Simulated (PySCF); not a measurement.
**Sn³⁺ with other numerical set-ups**

The method stays; parts of the set-up, such as the basis or the Hamiltonian, are changed.

Method: method and basis as typed in the scripts; program: PySCF 2.14.0.

3 further runs of the same task are left out: 1 for a known fault of the program, 2 that didn't finish.

### Step 1. The atom

Sn³⁺: 1 atom, charge 3, spin multiplicity 2.

### Step 2. The base run

File input.py:

```python
from pyscf import gto, scf, mp

mol = gto.M(
    atom='Sn 0 0 0',
    basis='ano-rcc-vdzp',
    charge=3,
    spin=1,
    verbose=4,
)
mf = scf.UHF(mol)
mf = mf.sfx2c1e()
mf.kernel()
mp.MP2(mf, frozen=18).kernel()
mf.dip_moment()
print('orbital energies (hartree):', [e[max(0, n-3):n+3].round(4) for e, n in zip(mf.mo_energy, mol.nelec)])
```

Run with:

```
$ python input.py
```

Its log is not repeated here.

In short: E(SCF) = -6171.908011 Eh, 7 cycles, E(MP2) − E(SCF) = -0.28481 Eh, ⟨S²⟩ = 0.750.

### Step 3. Crenbl (core potential on, X2C off)

Run 1 changes basis set: ano-rcc-vdzp → crenbl; core potential: off → on; spin-free X2C: on → off; frozen orbitals: 18 → none. The core potential changes with it: totals don't compare.

File input.py:

```python
from pyscf import gto, scf, mp

mol = gto.M(
    atom='Sn 0 0 0',
    basis='crenbl',
    ecp={'Sn': 'crenbl'},
    charge=3,
    spin=1,
    verbose=4,
)
mf = scf.UHF(mol)
mf.kernel()
mp.MP2(mf).kernel()
mf.dip_moment()
print('orbital energies (hartree):', [e[max(0, n-3):n+3].round(4) for e, n in zip(mf.mo_energy, mol.nelec)])
```

Run with:

```
$ python input.py
```

### Step 4. X2c-svpall

Run 2 changes basis set: ano-rcc-vdzp → x2c-svpall.

Changes to input.py since step 2:

```diff
@@ -4,3 +4,3 @@
     atom='Sn 0 0 0',
-    basis='ano-rcc-vdzp',
+    basis='x2c-svpall',
     charge=3,
```

### Step 5. Cc-pvtz-dk

Run 3 changes basis set: ano-rcc-vdzp → cc-pvtz-dk.

Changes to input.py since step 2:

```diff
@@ -4,3 +4,3 @@
     atom='Sn 0 0 0',
-    basis='ano-rcc-vdzp',
+    basis='cc-pvtz-dk',
     charge=3,
```

### Step 6. Def2-tzvp (core potential on, X2C off)

Run 4 changes basis set: ano-rcc-vdzp → def2-tzvp; core potential: off → on; spin-free X2C: on → off; frozen orbitals: 18 → 4. The core potential changes with it: totals don't compare.

File input.py:

```python
from pyscf import gto, scf, mp

mol = gto.M(
    atom='Sn 0 0 0',
    basis='def2-tzvp',
    ecp={'Sn': 'def2-tzvp'},
    charge=3,
    spin=1,
    verbose=4,
)
mf = scf.UHF(mol)
mf.kernel()
mp.MP2(mf, frozen=4).kernel()
mf.dip_moment()
print('orbital energies (hartree):', [e[max(0, n-3):n+3].round(4) for e, n in zip(mf.mo_energy, mol.nelec)])
```

Q: Predict the outcome of this session. Wanted: for each run, E(SCF); from base; gap, α spin; after the SCF.

As calculated:

| run | E(SCF) (hartree) | from base (eV) | cycles | gap, α spin (eV) | functions | after the SCF |
| --- | --- | --- | --- | --- | --- | --- |
| base | -6171.908011 | 0 | 7 | 16.72 | 43 | MP2 correlation -7.750 eV, core frozen |
| crenbl (core potential on, X2C off) | -66.193886 | not comparable | 7 | 16.55 | 32 | MP2 correlation -4.155 eV |
| x2c-svpall | -6171.403227 | +13.7359 | 6 | 16.68 | 36 | MP2 correlation -0.258 eV, core frozen |
| cc-pvtz-dk | -6171.930748 | -0.6187 | 7 | 16.72 | 52 | MP2 correlation -1.096 eV, core frozen |
| def2-tzvp (core potential on, X2C off) | -211.534036 | not comparable | 7 | 16.74 | 50 | MP2 correlation -4.780 eV, core frozen |

In words: The largest comparable shift of the SCF energy, +13.736 eV, comes with the run “x2c-svpall”. x2c-svpall (36 functions) gives an energy 13.74 eV higher than ano-rcc-vdzp (43). cc-pvtz-dk (52 functions) gives an energy 0.62 eV lower than ano-rcc-vdzp (43).
